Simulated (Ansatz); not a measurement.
Run this with Ansatz 0.2.0, Python API and show what comes out.

Script `scan_c2h5alo.py`:
```python
import ansatz
import numpy as np

SETTINGS = {
    "basis_set": "def2-SVP",
    "functional": "R2SCAN0",
}


def main() -> None:
    mol = (
        ansatz.Crystal.molecule()
        .atom("O", [-0.5906, 1.102, -2.4332])
        .atom("Al", [-0.1984, 0.3255, -0.8655])
        .atom("C", [0.8996, -0.1489, 0.6816])
        .atom("C", [-0.3615, -0.8147, 0.7268])
        .atom("H", [-1.0525, 1.996, -2.1892])
        .atom("H", [1.7745, -0.829, 0.493])
        .atom("H", [1.093, 0.6433, 1.466])
        .atom("H", [-0.3663, -1.9031, 0.5434])
        .atom("H", [-1.1093, -0.4173, 1.56])
    )

    symbols = [site.symbol for site in mol.cartesian_sites]
    start = np.array([site.position_ang for site in mol.cartesian_sites])
    axis = (start[5] - start[2]) / np.linalg.norm(start[5] - start[2])
    moving = [5]
    lengths, energies = [0.989, 1.034, 1.079, 1.124, 1.169, 1.214, 1.259, 1.326], []
    for length in lengths:
        xyz = start.copy()
        xyz[moving] += (length - np.linalg.norm(start[5] - start[2])) * axis
        point = ansatz.Crystal.molecule()
        for symbol, place in zip(symbols, xyz):
            point = point.atom(symbol, place.tolist())
        calc = point.calculation()
        calc = calc.basis(gaussian=SETTINGS["basis_set"])
        calc = calc.functional(SETTINGS["functional"])
        rep = calc.run(threads=1, backend="cpu").report
        energies.append(rep["free_energy_ev"])
        print(f"r = {length:6.3f} A  E = {energies[-1]:.5f} eV  <S^2> = {abs(rep['mean_field']['state']['spin_squared']):.3f}")

    fit = np.polynomial.Polynomial.fit(lengths, np.array(energies) - min(energies), 4).convert()
    roots = [r.real for r in fit.deriv().roots() if abs(r.imag) < 1e-9 and fit.deriv(2)(r.real) > 0]
    r_e = min(roots, key=lambda r: abs(r - lengths[int(np.argmin(energies))]))
    print(f"minimum of the fit at {r_e:.4f} A, force constant {fit.deriv(2)(r_e):.2f} eV/A^2")


if __name__ == "__main__":
    main()
```

```console
$ python scan_c2h5alo.py
r =  0.989 A  E = -10788.68939 eV  <S^2> = 0.000
r =  1.034 A  E = -10788.85759 eV  <S^2> = 0.000
r =  1.079 A  E = -10788.92680 eV  <S^2> = 0.000
r =  1.124 A  E = -10788.91946 eV  <S^2> = 0.000
r =  1.169 A  E = -10788.85341 eV  <S^2> = 0.000
r =  1.214 A  E = -10788.74283 eV  <S^2> = 0.000
r =  1.259 A  E = -10788.59897 eV  <S^2> = 0.000
r =  1.326 A  E = -10788.34192 eV  <S^2> = 0.000
minimum of the fit at 1.0962 A, force constant 34.31 eV/A^2
```

Reading the output:
- Total energies depend on the basis set; only differences at equal settings carry meaning.
- The rest of the molecule is held rigid at a force-field or estimated start geometry, and the basis set is modest; single-reference methods fail as a bond breaks.
- The orbitals are restricted, so S² is zero by construction.
- It ran for 38 s on 1 thread of Arm Neoverse V1, with other jobs on the host, peak memory 0.24 GiB.
